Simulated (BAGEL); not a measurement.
**SiN2H5Cl (SMILES N[SiH](N)Cl) at HF/6-31G(d) (density fitting with qzvpp-jkfit, spherical functions)**

Aim: the electronic atomisation energy of SiN2H5Cl at HF/6-31G* (density fitting with qzvpp-jkfit, spherical functions), from 5 runs. 

The results are computed with BAGEL 1.2.2.

32 further runs of the same task are left out: 8 that didn't finish, 24 set aside as unsound or not needed.

**1. Starting point**

SiN2H5Cl: 9 atoms, total charge 0, spin state singlet. SMILES: `N[SiH](N)Cl`. The coordinates come from a PBE0-D4/def2-TZVP relaxation. This is one conformer, not always the lowest.

Bond lengths: N1–Si2 1.699 Å, Si2–N3 1.697 Å, Si2–Cl4 2.073 Å, N1–H5 1.005 Å, N1–H6 1.006 Å, Si2–H7 1.482 Å, N3–H8 1.007 Å, N3–H9 1.008 Å. Some angles: N1–Si2–N3 107.9°, N1–Si2–Cl4 103.8°, N3–Si2–Cl4 116.7°, N1–Si2–H7 118.8°, N3–Si2–H7 105.8°, Cl4–Si2–H7 104.4°, Si2–N1–H5 121.2°, Si2–N1–H6 120.9°, Si2–N3–H8 120.2°, Si2–N3–H9 120.5°.

**2. A single-point energy at HF/6-31G(d) (density fitting with qzvpp-jkfit, spherical functions)**

The input, job.json:

```json
{ "bagel" : [

{
  "title" : "molecule",
  "basis" : "6-31gs.json",
  "df_basis" : "qzvpp-jkfit",
  "angstrom" : true,
  "geometry" : [
    { "atom" : "N", "xyz" : [   -0.509800,    1.299800,   -0.392000 ] },
    { "atom" : "Si", "xyz" : [    0.353100,   -0.162800,   -0.342500 ] },
    { "atom" : "N", "xyz" : [    0.059300,   -0.889800,    1.162600 ] },
    { "atom" : "Cl", "xyz" : [   -0.311800,   -1.187600,   -2.017200 ] },
    { "atom" : "H", "xyz" : [   -0.798400,    1.704400,   -1.266000 ] },
    { "atom" : "H", "xyz" : [   -0.413900,    1.982200,    0.341600 ] },
    { "atom" : "H", "xyz" : [    1.826600,   -0.127300,   -0.492100 ] },
    { "atom" : "H", "xyz" : [    0.678600,   -1.603400,    1.510800 ] },
    { "atom" : "H", "xyz" : [   -0.883700,   -1.015500,    1.494800 ] }
  ]
},
{ "title" : "hf" },
{ "title" : "print", "file" : "orbitals.molden", "orbitals" : true }

]}
```

The basis set 6-31G* is read from a file made from the Basis Set Exchange's data (not shown).

Launch:

```
$ BAGEL_NUM_THREADS=1 BAGEL job.json > job.out
```

The program printed:

```text
* using 1 threads per process

  ===============================================================
  ===============================================================

  *** Geometry ***

  { "atom" : "N", "xyz" : [     -0.963382,      2.456266,     -0.740773 ] },
  { "atom" : "Si", "xyz" : [      0.667262,     -0.307647,     -0.647231 ] },
  { "atom" : "N", "xyz" : [      0.112061,     -1.681478,      2.196996 ] },
  { "atom" : "Cl", "xyz" : [     -0.589217,     -2.244239,     -3.811956 ] },
  { "atom" : "H", "xyz" : [     -1.508757,      3.220849,     -2.392393 ] },
  { "atom" : "H", "xyz" : [     -0.782158,      3.745815,      0.645530 ] },
  { "atom" : "H", "xyz" : [      3.451774,     -0.240562,     -0.929934 ] },
  { "atom" : "H", "xyz" : [      1.282368,     -3.029987,      2.854998 ] },
  { "atom" : "H", "xyz" : [     -1.669951,     -1.919017,      2.824763 ] },

  Number of auxiliary basis functions:      500

  Since a DF basis is specified, we compute 2- and 3-index integrals:
    o Being stored without compression. Storage requirement is 0.022 GB

  Number of basis functions:       74
  Number of electrons      :       50

    * METHOD: MOLECULE                             0.26

  *** RHF ***

  === Nuclear Repulsion ===
   226.7470026530

      * DIIS with orbital gradients will be used.

  === RHF iteration (6-31gs.json) ===
      0       -860.07331873          0.02323423           0.07
      1       -860.25145011          0.01244343           0.06
      2       -860.31509358          0.00141609           0.06
      3       -860.31621798          0.00023057           0.06
      4       -860.31626545          0.00005658           0.06
      5       -860.31626809          0.00001240           0.06
      6       -860.31626826          0.00000459           0.06
      7       -860.31626828          0.00000149           0.06
      8       -860.31626829          0.00000044           0.06
      9       -860.31626829          0.00000013           0.06
     10       -860.31626829          0.00000005           0.06
     11       -860.31626829          0.00000002           0.06
     12       -860.31626829          0.00000000           0.06
    * SCF iteration converged.

    * Permanent dipole moment:
           (   -0.037435,    -0.499883,    -0.880947) a.u.

    * METHOD: HF                                   0.96

    * METHOD: PRINT                                0.01

  ===============================================================
```

Wall time 1.4 s (1 thread of Arm Neoverse V1, shared host); peak memory 0.11 GiB.

**3. The Cl atom at the same level**

The input, calc.json:

```json
{ "bagel": [

{
  "title": "molecule",
  "basis": "6-31gs.json",
  "df_basis": "qzvpp-jkfit",
  "angstrom": true,
  "geometry": [
    { "atom": "Cl", "xyz": [       0.000000,       0.000000,       0.000000 ] }
  ]
},

{ "title": "uhf", "nopen": 1 },

{ "title": "print", "file": "orbitals.molden", "orbitals": true }

]}
```

The basis set 6-31G* is read from a file made from the Basis Set Exchange's data (not shown).

Launch:

```
$ BAGEL_NUM_THREADS=1 BAGEL calc.json > calc.out
```

The program printed:

```text
* using 1 threads per process

  ===============================================================
  ===============================================================

  *** Geometry ***

  { "atom" : "Cl", "xyz" : [      0.000000,      0.000000,      0.000000 ] },

  Number of auxiliary basis functions:      128

  Since a DF basis is specified, we compute 2- and 3-index integrals:
    o Being stored without compression. Storage requirement is 0.000 GB

  Number of basis functions:       18
  Number of electrons      :       17

    * METHOD: MOLECULE                             0.02

  *** Open-shell HF ***

  === Nuclear Repulsion ===
     0.0000000000

      * DIIS with orbital gradients will be used.

  === UHF iteration (6-31gs.json) ===
      0       -459.44068353          0.00673659           0.00
      1       -459.44592077          0.00155464           0.00
      2       -459.44643530          0.00055141           0.00
      3       -459.44650604          0.00010853           0.00
      4       -459.44650764          0.00002182           0.00
      5       -459.44650772          0.00000168           0.00
      6       -459.44650773          0.00000017           0.00
      7       -459.44650773          0.00000010           0.00
      8       -459.44650773          0.00000001           0.00
    * SCF iteration converged.

    * S^2 (UHF) is 0.7550

    * Permanent dipole moment:
           (   -0.000000,    -0.000000,    -0.000000) a.u.

    * METHOD: UHF                                  0.03

    * METHOD: PRINT                                0.00

  ===============================================================
```

Run time: 0.18 s. Hardware: 1 thread of Arm Neoverse V1, shared host.

**4. The H atom, same level**

The input, input.json:

```json
{ "bagel": [

{
  "title": "molecule",
  "basis": "6-31gs.json",
  "df_basis": "qzvpp-jkfit",
  "angstrom": true,
  "geometry": [
    { "atom": "H", "xyz": [       0.000000,       0.000000,       0.000000 ] }
  ]
},

{
  "title": "uhf",
  "nopen": 1
},

{
  "title": "print",
  "file": "orbitals.molden",
  "orbitals": true
}

]}
```

The basis set 6-31G* is read from a file made from the Basis Set Exchange's data (not shown).

Run the same way, it converges to -0.49823 Eh (log not shown).

**5. The N atom, same level**

The input, hf.json:

```json
{ "bagel" : [

{
  "title" : "molecule",
  "basis" : "6-31gs.json",
  "df_basis" : "qzvpp-jkfit",
  "angstrom" : "true",
  "geometry" : [
    { "atom" : "N", "xyz" : [    0.000000,    0.000000,    0.000000 ] }
  ]
},
{
  "title" : "uhf",
  "nopen" : 3
},
{
  "title" : "print",
  "file" : "orbitals.molden",
  "orbitals" : "true"
}

]}
```

The basis set 6-31G* is read from a file made from the Basis Set Exchange's data (not shown).

Run the same way, it converges to -54.38500 Eh (log not shown).

**6. The Si atom, same level**

The input, job.json:

```json
{ "bagel": [

{
  "title": "molecule",
  "basis": "6-31gs.json",
  "df_basis": "qzvpp-jkfit",
  "angstrom": true,
  "geometry": [
    { "atom": "Si", "xyz": [       0.000000,       0.000000,       0.000000 ] }
  ]
},

{
  "title": "uhf",
  "nopen": 2
},

{
  "title": "print",
  "file": "orbitals.molden",
  "orbitals": true
}

]}
```

The basis set 6-31G* is read from a file made from the Basis Set Exchange's data (not shown).

Run the same way, it converges to -288.83102 Eh (log not shown).

**7. Results**

Level: HF/6-31G* (density fitting with qzvpp-jkfit, spherical functions).

| quantity | value |
| --- | --- |
| molecule: total energy | -860.31627 Eh |
| molecule: dipole moment | 2.58 D |
| molecule: HOMO energy | -11.20 eV |
| molecule: LUMO energy | 5.05 eV |
| molecule: HOMO–LUMO gap | 16.25 eV |
| Cl atom: total energy | -459.44651 Eh |
| Cl atom: dipole moment | 0.00 D |
| Cl atom: ⟨S²⟩ | 0.755 |
| H atom: total energy | -0.49823 Eh |
| H atom: dipole moment | 0.00 D |
| H atom: ⟨S²⟩ | 0.750 |
| N atom: total energy | -54.38500 Eh |
| N atom: dipole moment | 0.00 D |
| N atom: ⟨S²⟩ | 3.755 |
| Si atom: total energy | -288.83102 Eh |
| Si atom: dipole moment | 0.00 D |
| Si atom: ⟨S²⟩ | 2.006 |
| electronic atomisation energy | 21.159 eV |

**Reading.** Taking the molecule apart into free atoms costs 21.16 eV (2042 kJ/mol), before zero-point energy and without spin-orbit coupling. Hartree–Fock lacks the correlation of the bonding pairs, which as a rule makes this value much too low; in minimal bases other errors can mask that.
